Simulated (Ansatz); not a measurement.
**CH4OSn: functionals against CCSD(T) at one geometry**

The atoms stand at a structure displaced at random from a GFN2-xTB minimum. How far do the functionals agree with CCSD(T) there?

Method: single points in def2-TZVPP; program: Ansatz 0.2.0, Gaussian basis.

Correlated methods freeze the cores. Filled d shells of the heavier atoms are correlated. Core potentials replace the inner electrons past krypton, and spin-orbit coupling is left out.

## (1) The system as given

7 atoms, charge 0, spin multiplicity 1.

Atoms are counted from 1 here; the program's logs count them from 0.

Bond lengths: O1–C2 1.119 Å, C2–Sn3 2.182 Å, C2–H4 1.055 Å, Sn3–H5 1.681 Å, Sn3–H6 1.667 Å, Sn3–H7 1.773 Å. Angles: O1–C2–Sn3 112.6°, O1–C2–H4 133.3°, Sn3–C2–H4 114.0°, C2–Sn3–H5 112.5°, C2–Sn3–H6 114.2°, C2–Sn3–H7 112.4°, H5–Sn3–H6 97.9°, H5–Sn3–H7 110.8°, H6–Sn3–H7 108.2°.

Coordinates:

```
O    -0.2113   -1.7636    1.2519
C    -0.3862   -1.4056    0.2066
Sn    0.2833    0.6483   -0.0977
H    -0.7399   -1.8754   -0.6699
H    -0.4288    1.3652   -1.4409
H    -0.2639    1.7231    1.0524
H     2.0493    0.7770   -0.1786
```

## (2) CCSD(T)/def2-TZVPP

run/in.yaml reads:

```yaml
crystal:
  periodic: [false, false, false]
  atoms:
    - {symbol: O, position_ang: [-0.211300, -1.763600, 1.251900]}
    - {symbol: C, position_ang: [-0.386200, -1.405600, 0.206600]}
    - {symbol: Sn, position_ang: [0.283300, 0.648300, -0.097700]}
    - {symbol: H, position_ang: [-0.739900, -1.875400, -0.669900]}
    - {symbol: H, position_ang: [-0.428800, 1.365200, -1.440900]}
    - {symbol: H, position_ang: [-0.263900, 1.723100, 1.052400]}
    - {symbol: H, position_ang: [2.049300, 0.777000, -0.178600]}
basis:
  gaussian: {orbitals: def2-TZVPP}
correlation: {method: ccsd_t}
output: {forces: true}
```

No record of the launch command was kept for these runs.

## (3) PBE0-D4/def2-TZVPP

Edit run/in.yaml of step 2 so:

```diff
@@ -12,3 +12,3 @@
   gaussian: {orbitals: def2-TZVPP}
-correlation: {method: ccsd_t}
-output: {forces: true}
+hamiltonian: {xc: pbe0, dispersion: d4}
+output: {forces: true, orbitals: {seedname: orbitals}}
```

## (4) wB97M-V/def2-TZVPP

Edit run/in.yaml of step 3 so:

```diff
@@ -12,3 +12,3 @@
   gaussian: {orbitals: def2-TZVPP}
-hamiltonian: {xc: pbe0, dispersion: d4}
-output: {forces: true, orbitals: {seedname: orbitals}}
+hamiltonian: {xc: {name: wB97M-V}}
+output: {forces: true}
```

## (5) r2SCAN-D4/def2-TZVPP

Edit run/in.yaml of step 4 so:

```diff
@@ -12,3 +12,3 @@
   gaussian: {orbitals: def2-TZVPP}
-hamiltonian: {xc: {name: wB97M-V}}
+hamiltonian: {xc: r2scan, dispersion: d4}
 output: {forces: true}
```

## (6) PBE-D4/def2-TZVPP

Edit run/in.yaml of step 5 so:

```diff
@@ -12,3 +12,3 @@
   gaussian: {orbitals: def2-TZVPP}
-hamiltonian: {xc: r2scan, dispersion: d4}
+hamiltonian: {xc: pbe, dispersion: d4}
 output: {forces: true}
```

## (7) revPBE-D4/def2-TZVPP

Edit run/in.yaml of step 6 so:

```diff
@@ -12,3 +12,3 @@
   gaussian: {orbitals: def2-TZVPP}
-hamiltonian: {xc: pbe, dispersion: d4}
+hamiltonian: {xc: {name: revPBE}, dispersion: d4}
 output: {forces: true}
```

## (8) BLYP-D4/def2-TZVPP

Edit run/in.yaml of step 7 so:

```diff
@@ -12,3 +12,3 @@
   gaussian: {orbitals: def2-TZVPP}
-hamiltonian: {xc: {name: revPBE}, dispersion: d4}
+hamiltonian: {xc: {name: BLYP}, dispersion: d4}
 output: {forces: true}
```

(Steps that only read results are left out.)

**Question.** What will these runs give? Wanted: energy less free atoms, CCSD(T)/def2-TZVPP; RMS force component; RMS force error; HOMO and LUMO, PBE0-D4; T1 diagnostic.

**Answer**, as computed:

| quantity | value |
| --- | --- |
| energy less free atoms, CCSD(T)/def2-TZVPP | -2029.6 kJ/mol |
| RMS force component | 2.663 to 3.052 eV/Å over the methods |
| RMS force error | PBE0-D4 0.422, wB97M-V 0.303, r2SCAN-D4 0.370, PBE-D4 0.254, revPBE-D4 0.221, BLYP-D4 0.259 eV/Å |
| HOMO and LUMO, PBE0-D4 | -6.68 and -1.45 eV |
| T1 diagnostic | 0.015 |

What this shows: Against CCSD(T) the functionals' energies less atoms differ by -93.4 to -30.3 kJ/mol, PBE-D4 by -93.4 kJ/mol. The reference is not at the basis limit: in triple zeta CCSD(T) underbinds, which counts against methods that bind more; the gaps are no ranking. For forces revPBE-D4 does best and PBE0-D4 worst. Frozen-core CCSD(T) forces in triple zeta carry basis errors of their own, and this is one geometry, so small gaps rank nothing.
